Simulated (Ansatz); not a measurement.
# SiW: the cost of one run

Computed with Ansatz 0.2.0, Gaussian basis. Level: def2-QZVPP, core rule «outside noble gas», up to 9 orbitals frozen.

The runs, in order: UHF; ROHF; CCSD(T) on UHF.

2 further runs of the same task are left out: 2 set aside as unsound or not needed.

## 1. What is computed

The geometry is a PBE0/def2-TZVP stationary point (not a proven minimum) of the parent state, kept for this charge and spin. No spin-orbit coupling is included. Elements past krypton take def2 core potentials.

2 atoms, charge 1, spin multiplicity 4.

Atoms are counted from 1 here; the program's logs count them from 0.

Bond lengths: W1–Si2 2.218 Å.

## 2. UHF

Input file in.yaml:

```yaml
crystal:
  periodic: [false, false, false]
  atoms:
    - {symbol: W, position_ang: [0.000000, 0.000000, 0.000000]}
    - {symbol: Si, position_ang: [0.000000, 0.000000, 2.218234]}
basis:
  gaussian: {orbitals: "def2-QZVPP.json"}
total_charge: 1
magnetization: {spin_polarized: true, initial_magnetization: 3}
hamiltonian: {xc: hf}
output: {orbitals: {seedname: orbitals}}
```

Run with:

```sh
$ ansatz run in.yaml --threads 1 --pin off --events-out ev --progress --plain --max-ram 4096MiB --backend cpu
```

What time and memory should one allow on 1 thread of AMD EPYC 7R13, shared host?

About 94 s, with a peak of 0.41 GiB.
